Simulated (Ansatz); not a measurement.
# K2Ca (K (100), 3 layers): how the settings move a single-point run

Question: which choices in the input matter for K2Ca (K (100), 3 layers)?

Computed with Ansatz 0.2.0 (reference: DFT, PBE, all-electron LAPW, scalar-relativistic, unless a step's input says otherwise).

## (1) The starting structure

It takes space group P4mm (No. 99, tetragonal). Conventional cell: a = 5.283 Å, b = 5.283 Å, c = 25.283 Å, α = 90.00°, β = 90.00°, γ = 90.00°.

As a file:

```
CELL_PARAMETERS angstrom
5.28342 0.00000 0.00000
0.00000 5.28342 0.00000
0.00000 0.00000 25.28340
ATOMIC_POSITIONS crystal
Ca 0.00000 0.00000 0.39552
K 0.50000 0.50000 0.50000
K 0.00000 0.00000 0.60448
```

## (2) Baseline

Contents of input.yaml:

```yaml
crystal:
  lattice:
    - [5.2834179736, 0.0, 0.0]
    - [0.0, 5.2834179736, 0.0]
    - [0.0, 0.0, 25.2834]
  atoms:
    - { symbol: Ca, position: [0.0, 0.0, 0.3955160704] }
    - { symbol: K, position: [0.5, 0.5, 0.5] }
    - { symbol: K, position: [0.0, 0.0, 0.6044839296] }
kpoints:
  mp_grid: { grid: [8, 8, 1] }
scf:
  occupations: { method: fermi_dirac, width: 0.08 }
hamiltonian:
  xc: pbe
  pseudopotentials: { kind: all_electron, lapw: { basis_error: 0.001 } }
output:
  forces: true
  stress: true
  eigenvalues: true
efield:
  axis: 3
  amplitude: 0
  dipole_correction: true
```

Command:

```console
$ ansatz run input.yaml --threads 1 --pin off --max-ram 3584MiB --backend cpu --events-out ev --progress --plain --runs-dir out
```

## (3) Changing settings: occupations.method gaussian, occupations.width 0.001, n_extra_bands 16

input.yaml, as its differences from that of step 2:

```diff
@@ -12,3 +12,4 @@
 scf:
-  occupations: { method: fermi_dirac, width: 0.08 }
+  occupations: { method: gaussian, width: 0.001 }
+  n_extra_bands: 16
 hamiltonian:
```

Before running it: what results should come out? Wanted: for each run, ending; energy change; gap; force.

The runs gave:

| run | ending | energy change | gap (eV) | force (eV/Å) | cycles | time |
| --- | --- | --- | --- | --- | --- | --- |
| reference | converged | 0 | 0.00 | 0.19 | 10 | 8.4 s |
| 1: occupations.method gaussian, occupations.width 0.001, n_extra_bands 16 | converged | +1.7 meV/atom (σ→0) | 0.00 | 0.19 | 35 | 28 s |

Residual by cycle in the longest SCF loop of each run; runs are numbered as in the table. The quantity is the density residual dr2, in eV.

| cycle | reference | run 1 |
| --- | --- | --- |
| 1 | 1.15 | 1.2 |
| 4 | 0.00201 | 0.149 |
| 7 | 9.3e-6 | 0.0386 |
| 10 | 7.1e-9 | 0.0162 |
| 13 | - | 0.00689 |
| 16 | - | 0.00361 |
| 20 | - | 1.6e-4 |
| 23 | - | 3.2e-5 |
| 26 | - | 7.2e-6 |
| 29 | - | 2.9e-6 |
| 32 | - | 6.3e-7 |
| 35 | - | 8.9e-8 |

**Reading.** Changing the smearing and band count moves the energy by +1.7 meV/atom (σ→0 values). Cost: 35 SCF cycles against 10, 28 s against 8.4 s.
